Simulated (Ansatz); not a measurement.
**TiSb2: properties at the relaxed cell**

The task here is to estimate one member of a computed series from the others.

Program: Ansatz 0.2.0. Level of theory: DFT r2SCAN, scalar-relativistic, plane waves, PAW. These are calculated values, not measurements.

1 further run of the same task is left out (set aside as unsound or not needed).

### Starting point

The structure is tetragonal, space group I4/mcm (No. 140). Conventional cell: a = 6.694 Å, b = 6.694 Å, c = 5.807 Å, α = 90.00°, β = 90.00°, γ = 90.00°. Ti (site symmetry 422) is surrounded by 2 Ti at 2.90 Å and 8 Sb at 2.93 Å. Around Sb (site symmetry m2m) lie 1 Sb at 2.87 Å and 4 Ti at 2.93 Å.

Structure file:

```xyz
6
Lattice="-3.3468 3.3468 2.9033 3.3468 -3.3468 2.9033 3.3468 3.3468 -2.9033" Properties=species:S:1:pos:R:3 pbc="T T T"
Ti    0.0000    0.0000    1.4517
Ti    0.0000    0.0000    4.3550
Sb    1.0160    4.3628    0.0000
Sb    2.3308    1.0160    0.0000
Sb    2.3308   -1.0160    2.9033
Sb    1.0160    2.3308    2.9033
```

It is the result of an earlier relaxation at this level (volume 21.68 Å³/atom; gap on the mesh: none (metal)).

Set-up of the first run:

File input.yaml:

```yaml
crystal:
  lattice:
    - [-3.312983562, 3.312983562, 2.8739741924]
    - [3.312983562, -3.312983562, 2.8739741924]
    - [3.312983562, 3.312983562, -2.8739741924]
  atoms:
    - { symbol: Ti, position: [0.25, 0.25, 0.0] }
    - { symbol: Ti, position: [0.75, 0.75, 0.0] }
    - { symbol: Sb, position: [0.651781098, 0.151781098, 0.8035621959] }
    - { symbol: Sb, position: [0.151781098, 0.348218902, 0.5] }
    - { symbol: Sb, position: [0.348218902, 0.848218902, 0.1964378041] }
    - { symbol: Sb, position: [0.848218902, 0.651781098, 0.5] }
basis:
  ecutwfc: 500
kpoints:
  mp_grid: { grid: [8, 8, 8] }
hamiltonian:
  xc: r2scan
scf:
  occupations: { method: gaussian, width: 0.1 }
output:
  forces: true
  stress: true
  eigenvalues: true
relax:
  adjacent_minimum: "off"
  f_tol: 0.01
  max_steps: 30
  cell: { stress_tol: 0.1, fix: [volume] }
```

Run with:

```
$ ansatz run input.yaml --threads 4 --pin off --max-ram 10240MiB --backend cpu --events-out ev --progress --plain --runs-dir out
```

Among the steps run: The cell scaled to 0.97 of its volume; Volume × 1.03; The cell scaled to 0.94 of its volume; The cell scaled to 1.06 of its volume; Volume × 0.91; Volume × 1.10; Point at V/V0 = 0.88.

One table of the session follows, with a row left open; its other results are not shown here.

It belongs to the step «Energy against volume». 

```
volume (Å³/atom)  energy above the lowest point (meV/atom)  pressure (GPa)
          19.078                                     114.8           15.87
          19.729                                      60.9           10.88
          20.379                                         ?               ?
          21.030                                       6.1            3.07
          21.680                                       0.0            0.02
          22.330                                       5.3           -2.56
          22.981                                      20.2           -4.74
          23.848                                      52.7           -7.14
```

Q: Estimate the row for volume (Å³/atom) = 20.379 from the others.

Worked estimate for «energy above the lowest point (meV/atom)». A straight line through the neighbours (19.729, 60.9) and (21.030, 6.1) gives 60.9 + (6.1 − 60.9) × (20.379 − 19.729) / (21.030 − 19.729) = 33.5; a parabola fitted to 4 rows on both sides gives 25.6.

The run gave: energy above the lowest point (meV/atom): 25.6; pressure (GPa): 6.65. In «energy above the lowest point (meV/atom)» the line misses by +7.9 and the parabola by 0.0.
